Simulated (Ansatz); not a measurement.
A first try at a geometry optimisation of BGeH₇NP, SMILES B[P](N)[GeH3], using Ansatz 0.2.0, Python API.

`opt.py`
```python
"""Geometry optimisation of BGeH7NP."""

from dataclasses import dataclass
import itertools

import ansatz as az
from ase.data import atomic_numbers, covalent_radii
import numpy as np


@dataclass(frozen=True)
class Options:
    basis_set: str = "def2-SVP"
    functional: str = "B3LYP"
    vdw: str = "d3bj"


opts = Options()

geometry_ang = [
    ("B", (-0.965, 1.5009, 0.1199)),
    ("P", (-1.1666, -0.3805, 0.2342)),
    ("N", (-0.2212, -0.5228, 1.7304)),
    ("Ge", (0.6543, -0.7697, -1.1995)),
    ("H", (-1.3285, 2.0877, -0.9059)),
    ("H", (-0.6315, 2.1947, 1.0281)),
    ("H", (0.7592, -0.0466, 1.6142)),
    ("H", (0.0501, -1.5236, 1.8723)),
    ("H", (0.1437, -0.4378, -2.6037)),
    ("H", (0.9914, -2.2709, -1.0759)),
    ("H", (1.7795, 0.1118, -0.7936)),
]
bgeh7np = az.Crystal.molecule()
for symbol, xyz in geometry_ang:
    bgeh7np = bgeh7np.atom(symbol, xyz)

model = bgeh7np.calculation()
model = model.basis(gaussian=opts.basis_set)
model = model.functional(opts.functional, dispersion=opts.vdw)
symbols = [site.symbol for site in bgeh7np.cartesian_sites]
start = np.array([site.position_ang for site in bgeh7np.cartesian_sites], dtype=float)
def progress(event):
    if event["event"] == "relax_step":
        row = event["data"]
        print(f"step {row['step']:3d}  E = {row['lagrangian_ev']:.6f} eV  largest force component {row['allowed_force_max_ev_ang']:.4f} eV/A")


r = model.relax(force_tolerance=0.005, max_steps=30).session().execute(on_event=progress).report
end = np.array(r["positions_ang"])

print(f"E = {r['free_energy_ev']:.6f} eV = {r['free_energy_ev'] / 27.211386246:.7f} Ha")
print("converged:", r["converged"], " doubts:", r["published_state_doubts"] or "none")

# pairs closer than 1.2 times the sum of covalent radii, before or after
radius = [covalent_radii[atomic_numbers[s]] for s in symbols]
span = lambda where, i, j: np.linalg.norm(where[i] - where[j])
bonded = [(i, j) for i, j in itertools.combinations(range(len(symbols)), 2) if min(span(start, i, j), span(end, i, j)) < 1.2 * (radius[i] + radius[j])]
print("pair        before    after (A)")
for i, j in bonded:
    print(f"{symbols[i]}{i}-{symbols[j]}{j}".ljust(10), f"{span(start, i, j):8.4f} {span(end, i, j):8.4f}")
```

```console
$ python opt.py
Traceback (most recent call last):
  File "opt.py", line 48, in <module>
    r = model.relax(force_tolerance=0.005, max_steps=30).session().execute(on_event=progress).report
        ^^^^^^^^^^^^^^^^^^^^^^^^^^^^^^^^^^^^^^^^^^^^^^^^^^^^^^^^^^^^^^^^^^
AttributeError: 'ansatz.Session' object has no attribute 'execute'
```

Find the fault and give the corrected script.

The fault: a session has to be planned before it's executed. The cap on steps that the faulty run carried goes too. The change:

`opt.py`
```python
"""Geometry optimisation of BGeH7NP."""

from dataclasses import dataclass
import itertools

import ansatz as az
from ase.data import atomic_numbers, covalent_radii
import numpy as np


@dataclass(frozen=True)
class Options:
    basis_set: str = "def2-SVP"
    functional: str = "B3LYP"
    vdw: str = "d3bj"


opts = Options()

geometry_ang = [
    ("B", (-0.965, 1.5009, 0.1199)),
    ("P", (-1.1666, -0.3805, 0.2342)),
    ("N", (-0.2212, -0.5228, 1.7304)),
    ("Ge", (0.6543, -0.7697, -1.1995)),
    ("H", (-1.3285, 2.0877, -0.9059)),
    ("H", (-0.6315, 2.1947, 1.0281)),
    ("H", (0.7592, -0.0466, 1.6142)),
    ("H", (0.0501, -1.5236, 1.8723)),
    ("H", (0.1437, -0.4378, -2.6037)),
    ("H", (0.9914, -2.2709, -1.0759)),
    ("H", (1.7795, 0.1118, -0.7936)),
]
bgeh7np = az.Crystal.molecule()
for symbol, xyz in geometry_ang:
    bgeh7np = bgeh7np.atom(symbol, xyz)

model = bgeh7np.calculation()
model = model.basis(gaussian=opts.basis_set)
model = model.functional(opts.functional, dispersion=opts.vdw)
symbols = [site.symbol for site in bgeh7np.cartesian_sites]
start = np.array([site.position_ang for site in bgeh7np.cartesian_sites], dtype=float)
def progress(event):
    if event["event"] == "relax_step":
        row = event["data"]
        print(f"step {row['step']:3d}  E = {row['lagrangian_ev']:.6f} eV  largest force component {row['allowed_force_max_ev_ang']:.4f} eV/A")


r = model.relax(force_tolerance=0.005).session().plan().execute(on_event=progress).report
end = np.array(r["positions_ang"])

print(f"E = {r['free_energy_ev']:.6f} eV = {r['free_energy_ev'] / 27.211386246:.7f} Ha")
print("converged:", r["converged"], " doubts:", r["published_state_doubts"] or "none")

# pairs closer than 1.2 times the sum of covalent radii, before or after
radius = [covalent_radii[atomic_numbers[s]] for s in symbols]
span = lambda where, i, j: np.linalg.norm(where[i] - where[j])
bonded = [(i, j) for i, j in itertools.combinations(range(len(symbols)), 2) if min(span(start, i, j), span(end, i, j)) < 1.2 * (radius[i] + radius[j])]
print("pair        before    after (A)")
for i, j in bonded:
    print(f"{symbols[i]}{i}-{symbols[j]}{j}".ljust(10), f"{span(start, i, j):8.4f} {span(end, i, j):8.4f}")
```

The mended script runs so:

`python opt.py` gives:
```text
step   1  E = -68077.104366 eV  largest force component 2.6622 eV/A
step   2  E = -68077.437316 eV  largest force component 1.0655 eV/A
step   3  E = -68077.503267 eV  largest force component 0.6698 eV/A
step   4  E = -68077.569585 eV  largest force component 0.6284 eV/A
step   5  E = -68077.582689 eV  largest force component 0.1209 eV/A
step   6  E = -68077.577947 eV  largest force component 0.1394 eV/A
step   7  E = -68077.586132 eV  largest force component 0.0362 eV/A
step   8  E = -68077.587510 eV  largest force component 0.0470 eV/A
step   9  E = -68077.589886 eV  largest force component 0.0808 eV/A
step  10  E = -68077.591803 eV  largest force component 0.1448 eV/A
step  11  E = -68077.593178 eV  largest force component 0.2028 eV/A
step  12  E = -68077.595245 eV  largest force component 0.4678 eV/A
step  13  E = -68077.598874 eV  largest force component 0.1767 eV/A
step  14  E = -68077.599592 eV  largest force component 0.0629 eV/A
step  15  E = -68077.599546 eV  largest force component 0.0786 eV/A
step  16  E = -68077.600454 eV  largest force component 0.0197 eV/A
step  17  E = -68077.600057 eV  largest force component 0.0645 eV/A
step  18  E = -68077.600651 eV  largest force component 0.0399 eV/A
step  19  E = -68077.600954 eV  largest force component 0.0280 eV/A
step  20  E = -68077.601037 eV  largest force component 0.0173 eV/A
step  21  E = -68077.601128 eV  largest force component 0.0096 eV/A
step  22  E = -68077.601155 eV  largest force component 0.0053 eV/A
step  23  E = -68077.601163 eV  largest force component 0.0055 eV/A
step  24  E = -68077.601167 eV  largest force component 0.0027 eV/A
E = -68077.601459 eV = -2501.8057089 Ha
converged: True  doubts: none
pair        before    after (A)
B0-P1        1.8956   1.8454
B0-H4        1.2364   1.2052
B0-H5        1.1905   1.2039
P1-N2        1.7756   1.7199
P1-Ge3       2.3500   2.3395
N2-H6        1.0961   1.0167
N2-H7        1.0466   1.0157
Ge3-H8       1.5306   1.5412
Ge3-H9       1.5435   1.5439
Ge3-H10      1.4859   1.5463
```

What to keep in mind:
- Total energies depend on the basis set; only differences at equal settings carry meaning.
- The end point is the stationary point reached from this start; no frequency run checks that it is a minimum, and the basis set is modest.
- b3lyp holds the VWN-RPA fit, as in Gaussian; the form of ORCA and Turbomole is b3lyp5.
- Finished in 2.3 min on 1 thread of AMD EPYC 7B13 (Zen 3) (shared host), peak memory 0.36 GiB.
